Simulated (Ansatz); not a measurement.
**CH3B2I: a ladder of functionals and wavefunction methods**

How much do the methods differ for CH3B2I? The plan is to run it at one geometry with functionals of several rungs and with coupled cluster, and see how far each lands from CCSD(T) at the basis-set limit for the atomisation energy.

Method: functionals in def2-TZVPP, the program's frozen cores in correlated methods; program: Ansatz 0.2.0, Gaussian basis.

The runs, in order: LDA (SPW92), PBE-D4, revPBE-D4, BLYP-D4, r2SCAN-D4, B97M-V, PBE0-D4, B3LYP-D4, r2SCANh-D4, r2SCAN0-D4, HSE06-D4, BHLYP-D4, CAM-B3LYP-D4, LC-ωPBE, ωB97X-V, ωB97M-V, B2PLYP, PBE-QIDH; CCSD(T)/def2-SVP; CCSD(T)/def2-TZVPP; MP2/def2-QZVPP; extrapolation to the limit; RPA on PBE.

### 1 The geometry

The geometry comes from an earlier relaxation with PBE0-D4 in a triple-zeta def2 set; it is a stationary point, not always the lowest conformer. I takes the def2 core potential; no spin-orbit term is included.

7 atoms, charge 0, spin multiplicity 1.

Atoms are counted from 1 here; the program's logs count them from 0.

Bond lengths: I1–B2 2.092 Å, B2–B3 1.541 Å, B2–C4 1.458 Å, B3–C4 1.601 Å, B3–H5 1.187 Å, C4–H6 1.086 Å, C4–H7 1.146 Å. Angles: I1–B2–B3 158.4°, I1–B2–C4 137.1°, B3–B2–C4 64.5°, B2–B3–C4 55.2°, B2–B3–H5 169.9°, C4–B3–H5 134.9°, B2–C4–B3 60.3°, B2–C4–H6 139.1°, B2–C4–H7 120.2°, B3–C4–H6 160.6°, B3–C4–H7 60.0°, H6–C4–H7 100.6°.

### 2 LDA

This LDA is Slater exchange with PW92 correlation.

File in.yaml:

```yaml
crystal:
  periodic: [false, false, false]
  atoms:
    - {symbol: I, position_ang: [-2.340828, -1.789412, 0.500466]}
    - {symbol: B, position_ang: [-0.611956, -0.698530, 0.057179]}
    - {symbol: B, position_ang: [0.797348, -0.408347, -0.493785]}
    - {symbol: C, position_ang: [-0.123246, 0.658561, 0.266739]}
    - {symbol: H, position_ang: [1.879238, -0.384069, -0.980341]}
    - {symbol: H, position_ang: [-0.454083, 1.590590, 0.715738]}
    - {symbol: H, position_ang: [0.914726, 0.963207, -0.111595]}
basis:
  gaussian: {orbitals: def2-TZVPP}
hamiltonian: {xc: lda}
output: {orbitals: {seedname: orbitals}}
```

Launch:

```
> ansatz run in.yaml --threads 2 --pin off --events-out ev --progress --plain --max-ram 4352MiB
```

Further steps of the session: PBE-D4 (GGA); revPBE-D4 (GGA); BLYP-D4 (GGA); r2SCAN-D4 (meta-GGA); B97M-V (meta-GGA); PBE0-D4 (hybrid); B3LYP-D4 (hybrid); r2SCANh-D4 (hybrid); r2SCAN0-D4 (hybrid); HSE06-D4 (hybrid); BHLYP-D4 (hybrid); CAM-B3LYP-D4 (range-separated); LC-ωPBE (range-separated); ωB97X-V (range-separated); ωB97M-V (range-separated); B2PLYP (double hybrid); PBE-QIDH (double hybrid); CCSD(T) in def2-SVP; CCSD(T) in def2-TZVPP; MP2 in def2-QZVPP; RPA on PBE orbitals.

Q: Predict the results of all the runs planned. Wanted: atomisation energy, CCSD(T)/CBS; farthest beyond LDA; mean size of error, GGA; mean size of error, meta-GGA; mean size of error, hybrid; mean size of error, range-separated; mean size of error, double hybrid; gap, smallest and largest; T1 diagnostic.

**Answer**, as computed:

```
                               quantity                                                                           value
        atomisation energy, CCSD(T)/CBS                                                                       25.271 eV
    functionals within 0.253 eV (1.0 %)  BLYP-D4, B3LYP-D4, r2SCAN0-D4, CAM-B3LYP-D4, LC-ωPBE, ωB97X-V, ωB97M-V, B2PLYP
                    farthest beyond LDA                                                              PBE-D4 (+1.104 eV)
                mean size of error, GGA                                                                        0.488 eV
           mean size of error, meta-GGA                                                                        0.556 eV
             mean size of error, hybrid                                                                        0.462 eV
    mean size of error, range-separated                                                                        0.187 eV
      mean size of error, double hybrid                                                                        0.248 eV
              gap, smallest and largest                                       3.65 eV (LDA (SPW92)), 10.64 eV (LC-ωPBE)
                          T1 diagnostic                                                                          0.0102
triples share of the correlation energy                                                                           3.5 %
```

**Reading.** LDA overbinds by 4.303 eV (17 %). PBE-D4 is off by +1.104 eV. Double hybrids carry the basis error of their MP2 part in triple zeta, and no dispersion term here, so their miss is partly the set-up's. The rungs range-separated, double hybrid miss on average by less than the doubt on the reference (0.253 eV), so they tie. The reference freezes the cores and leaves out spin-orbit coupling and excitations past (T), and its outer-core shells are covered unevenly, so misses under about 0.253 eV can't be ranked. All levels share the lack of spin-orbit coupling, which lowers the free heavy atoms and so the true binding. Hartree-Fock recovers 74 % of the binding; the rest is correlation. CCSD(T) in def2-SVP is off by -1.148 eV, worse than the median functional, from the basis alone. Orbital gaps span 3.6 to 10.6 eV; exact exchange widens them. Correlated methods include outer-core shells of I, which these sets cover unevenly.
